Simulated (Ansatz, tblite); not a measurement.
# The cluster Ba₆O₆+: rung by rung

How do method and basis change the picture of the cluster Ba₆O₆+ (doublet)?

The runs use Ansatz 0.2.0, Gaussian basis; as each input shows.

Plan: GFN1-xTB, PBE-D4/def2-TZVP, r2SCAN-D4/def2-TZVP, B2PLYP/def2-TZVP, BHLYP-D4/def2-TZVP, PBE-D4/def2-SVP, PBE0-D4/def2-SVP, MP2/def2-SVP, RPA/def2-SVP.

2 further runs of the same task are left out: 2 set aside as unsound or not needed. Runs told in other sessions of the task aren't counted.

**1. The relaxed structure**

The geometry is that of the doublet, from an earlier relaxation (PBE-D4/def2-SVP). At that level it is the lowest of the isomers that a small search found.

12 atoms, charge 1, spin multiplicity 2.

Bond lengths: Ba1–Ba3 5.126 Å, Ba1–O8 2.614 Å, Ba1–O11 2.363 Å, Ba1–O12 2.438 Å, Ba2–O7 2.373 Å, Ba2–O8 2.537 Å, Ba2–O9 2.543 Å, Ba3–O7 2.459 Å, Ba3–O9 2.654 Å, Ba3–O10 2.346 Å, Ba4–O10 2.450 Å, Ba4–O11 2.422 Å, Ba4–O12 2.476 Å, Ba5–O8 2.642 Å, Ba5–O9 2.665 Å, Ba5–O10 2.449 Å, Ba5–O11 2.402 Å, Ba6–O7 2.406 Å and more. Angles: Ba3–Ba1–O8 41.4°, Ba3–Ba1–O11 69.8°, Ba3–Ba1–O12 55.8°, O8–Ba1–O11 80.8°, O8–Ba1–O12 96.4°, O11–Ba1–O12 81.7°, O7–Ba2–O8 88.1°, O7–Ba2–O9 80.2°, O8–Ba2–O9 34.2°, Ba1–Ba3–O7 59.2°, Ba1–Ba3–O9 50.0°, Ba1–Ba3–O10 57.8°, O7–Ba3–O9 76.5°, O7–Ba3–O10 113.0°, O9–Ba3–O10 80.5°, O10–Ba4–O11 78.8°, O10–Ba4–O12 95.7°, O11–Ba4–O12 79.8° and more.

Ba takes a core potential in the def2 sets. No spin-orbit coupling is included. The ion is computed in the gas phase, without counter-ions or solvent.

PBE0-D4/def2-TZVP was run before; its log isn't repeated, and its numbers join the tables.

**2. GFN1-xTB**

Tight binding, by tblite at 300 K electronic temperature and without a spin-polarisation term:

```python
tblite.interface.Calculator('GFN1-xTB', numbers, positions, charge=1, uhf=1).singlepoint()
```

Energy -850.7561 eV; 0.024 s.

**3. PBE-D4/def2-TZVP**

start.molden holds the orbitals of an earlier run on this state, given as this run's starting guess.

The input, in.yaml:

```yaml
crystal:
  periodic: [false, false, false]
  atoms:
    - {symbol: Ba, position_ang: [-0.552972, -1.702290, 1.799536]}
    - {symbol: Ba, position_ang: [-2.097659, 2.151423, 1.087617]}
    - {symbol: Ba, position_ang: [0.383803, 1.848076, -1.777712]}
    - {symbol: Ba, position_ang: [1.396615, -2.267422, -1.284928]}
    - {symbol: Ba, position_ang: [2.533875, 0.410241, 1.055212]}
    - {symbol: Ba, position_ang: [-2.810716, -0.902071, -1.494274]}
    - {symbol: O, position_ang: [-1.922566, 1.302274, -1.121062]}
    - {symbol: O, position_ang: [0.001118, 0.848293, 1.664726]}
    - {symbol: O, position_ang: [0.432965, 2.038425, 0.868602]}
    - {symbol: O, position_ang: [1.905550, 0.129006, -1.295193]}
    - {symbol: O, position_ang: [1.694072, -1.840161, 1.080406]}
    - {symbol: O, position_ang: [-0.964075, -2.015795, -0.582931]}
basis:
  gaussian: {orbitals: def2-TZVP, initial_orbitals: start.molden}
total_charge: 1
magnetization: {spin_polarized: true, initial_magnetization: 1}
hamiltonian: {xc: pbe, dispersion: d4}
scf: {omitted_lower_state_checks: [starts]}
output: {orbitals: {seedname: orbitals}}
```

Run with:

```
$ ansatz run in.yaml --threads 4 --pin off --events-out ev --progress --plain --max-ram 6963MiB
```

Further steps of the session: r2SCAN-D4/def2-TZVP; B2PLYP/def2-TZVP; BHLYP-D4/def2-TZVP; PBE-D4/def2-SVP; PBE0-D4/def2-SVP; MP2/def2-SVP; RPA/def2-SVP.

Q: Predict the results of all the runs planned. Wanted: gap in def2-TZVP, named functionals, smallest and largest; correlation energy, MP2/def2-SVP; ⟨S²⟩ in def2-TZVP, named functionals, smallest and largest; PBE0 total energy, smallest basis above largest.

The runs gave:

```
                                                  quantity                                 value
 gap in def2-TZVP, named functionals, smallest and largest  0.53 eV (PBE-D4), 2.19 eV (BHLYP-D4)
                          correlation energy, MP2/def2-SVP                             -52.55 eV
⟨S²⟩ in def2-TZVP, named functionals, smallest and largest                          0.750, 0.751
           PBE0 total energy, smallest basis above largest        18.65 eV (def2-SVP, def2-TZVP)
```

What this shows: Over the named functionals in def2-TZVP the gap runs from 0.53 eV (PBE-D4) to 2.19 eV (BHLYP-D4); exact exchange widens it.
